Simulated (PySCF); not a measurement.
# SiBi: from the state search to spectroscopic constants

An exercise on one series of results from a longer session: the logs are not shown, and one member is left open.

Program: PySCF 2.14.0. Level of theory: Si cc-pV(D+d)Z, Bi cc-pVDZ-PP with ECP60, scalar-relativistic core potentials. These are calculated values, not measurements.

Set-up of the first run:

A driver script around PySCF takes these settings:

```yaml
atoms: Si, Bi
charge: 0
basis: Si cc-pV(D+d)Z, Bi cc-pVDZ-PP with ECP60
Hamiltonian: scalar-relativistic core potentials
basis_functions: 46
electrons_treated: 37
masses_in_u: 27.9769, 208.9804
levels: PBE0, PBE, r²SCAN, TPSSh, r²SCANh, B97-3, HF, MP2, SCS-MP2, CCSD, CCSD(T)
grid: 80 radial by 434 angular points
occupations: held fixed by the projection of orbital angular momentum
dissociation_limit: Si + Bi, each in its ground configuration
starting_distance_in_angstrom: 2.575
values_of_2S_to_try: 1, 3, 5
```

Run with:

```sh
> OMP_NUM_THREADS=1 python dia.py task.json out
```

Among the steps run: The job; PBE0 along the bond; Excited determinants; PBE; r²SCAN; TPSSh (hybrid meta-GGA); r²SCANh; B97-3 (global hybrid GGA); UHF (mean field); Adding correlation.

One of the session's tables, all rows but one given; the rest of the session is left out.

It belongs to the step «The curves together». Energy (eV) from each level's lowest point:

```
R (Å)    UHF  UHF-MP2  UHF-SCS-MP2  UHF-CCSD  UHF-CCSD(T)
2.119  1.174    1.423        1.417       n/a          n/a
2.218  0.455    0.811        0.800     0.665        0.737
2.316  0.124    0.251        0.257     0.235        0.279
2.390  0.010    0.067        0.070     0.067        0.094
2.464  0.000    0.000        0.000     0.000        0.010
2.538      ?        ?            ?         ?            ?
2.636  0.244    0.138        0.124     0.107        0.071
2.760  0.555    0.389        0.361     0.315        0.246
2.908  1.000    0.783        0.738     0.622        0.511
3.105  1.595    1.519        1.449       n/a          n/a
```

Q: Estimate the row for R (Å) = 2.538 from the others.

Worked estimate for «UHF». A straight line through the neighbours (2.464, 0.000) and (2.636, 0.244) gives 0.000 + (0.244 − 0.000) × (2.538 − 2.464) / (2.636 − 2.464) = 0.105; a parabola fitted to 4 rows on both sides gives 0.076.

**Answer.** UHF: 0.067; UHF-MP2: 0.018; UHF-SCS-MP2: 0.013; UHF-CCSD: 0.009; UHF-CCSD(T): 0.000. In «UHF» the line misses by +0.038 and the parabola by +0.009.
